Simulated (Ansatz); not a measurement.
# GeNH (quintet): the correlation ladder, cc-pVDZ

Aim: climb from Hartree-Fock through coupled cluster and multireference methods for GeNH (quintet) at one geometry and basis, and see what each rung misses.

Method: cc-pVDZ, core rule «outside noble gas», up to 15 orbitals frozen; program: Ansatz 0.2.0, Gaussian basis.

To be run: UHF; CCSD(T) on ROHF; CCSD(T) on UHF; BCCD(T) on ROHF; CISD; CCSDT(Q) on ROHF; CCSDT(Q) on UHF; CCSDTQ on ROHF; CCSDTQ on UHF; CASSCF and MRCISD+Q, 10 electrons in 9 orbitals; CASSCF and NEVPT2, 10 electrons in 9 orbitals.

7 further runs of the same task are left out: 1 that didn't finish, 6 set aside as unsound or not needed.

**1. The geometry**

The geometry is a PBE0/def2-TZVP stationary point (not a proven minimum) of the parent state, kept for this charge and spin. No spin-orbit coupling is included. The filled d shell of Ge may be among the frozen orbitals whatever the setting's name suggests; the logs give the count.

3 atoms, charge 0, spin multiplicity 5.

Atoms are counted from 1 here; the program's logs count them from 0.

Bond lengths: Ge1–N2 1.894 Å, Ge1–H3 1.601 Å. Angles: N2–Ge1–H3 92.9°.

**2. UHF**

The input, in.yaml:

```yaml
crystal:
  periodic: [false, false, false]
  atoms:
    - {symbol: Ge, position_ang: [0.000000, -0.029158, 0.300919]}
    - {symbol: N, position_ang: [0.000000, 0.038514, -1.592101]}
    - {symbol: H, position_ang: [0.000000, 1.566135, 0.437823]}
basis:
  gaussian: {orbitals: cc-pVDZ}
magnetization: {spin_polarized: true, initial_magnetization: 4}
hamiltonian: {xc: hf}
output: {orbitals: {seedname: orbitals}}
```

Launch:

```bash
$ ansatz run in.yaml --threads 1 --pin off --events-out ev --progress --plain --max-ram 4096MiB --backend cpu
```

Further steps of the session: CCSD(T) on ROHF; CCSD(T) on UHF; BCCD(T) on ROHF; CISD; CCSDT(Q) on ROHF; CCSDT(Q) on UHF; CCSDTQ on ROHF; CCSDTQ on UHF; CASSCF and MRCISD+Q, 10 electrons in 9 orbitals; CASSCF and NEVPT2, 10 electrons in 9 orbitals.

**Question.** What will the summary of the whole plan be? Wanted: UCCSDTQ below the RHF energy; RMP2 from UCCSDTQ; UMP2 from UCCSDTQ; RCCSD from UCCSDTQ; RCCSD(T) from UCCSDTQ; UCCSD(T) from UCCSDTQ; RCCSDT(Q) from UCCSDTQ; UCCSDT(Q) from UCCSDTQ; NEVPT2 valence from UCCSDTQ.

**Answer**, as computed:

| quantity | value |
| --- | --- |
| UCCSDTQ below the RHF energy | -5.5737 eV |
| RMP2 from UCCSDTQ | +1119.4 meV |
| UMP2 from UCCSDTQ | +1107.4 meV |
| RCCSD from UCCSDTQ | +197.8 meV |
| RCCSD(T) from UCCSDTQ | +54.1 meV |
| UCCSD(T) from UCCSDTQ | +42.5 meV |
| RCCSDT(Q) from UCCSDTQ | +12.2 meV |
| UCCSDT(Q) from UCCSDTQ | +0.6 meV |
| NEVPT2 valence from UCCSDTQ | +904.1 meV |
| MRCISD+Q valence from UCCSDTQ | +25.5 meV |
| levels within 1 kcal/mol (43 meV) | UCCSD(T), RCCSDT, UCCSDT, RCCSDT(Q), UCCSDT(Q), RCCSDTQ, MRCISD+Q valence |
| T1 diagnostic | 0.044 |
| effectively unpaired electrons | 4.02 |

**Reading.** RCCSD(T) lands +54.1 meV from the yardstick (1.0 % of the correlation energy). The occupations are near whole numbers, but T1 = 0.044 shows that the orbitals relax strongly. Of the multireference levels listed MRCISD+Q valence comes nearest in total energy (+25.5 meV), which doesn't show that its space is the better one. These misses are within one basis, not against nature; the frozen cores of restricted and unrestricted runs differ, which can shift their rows.
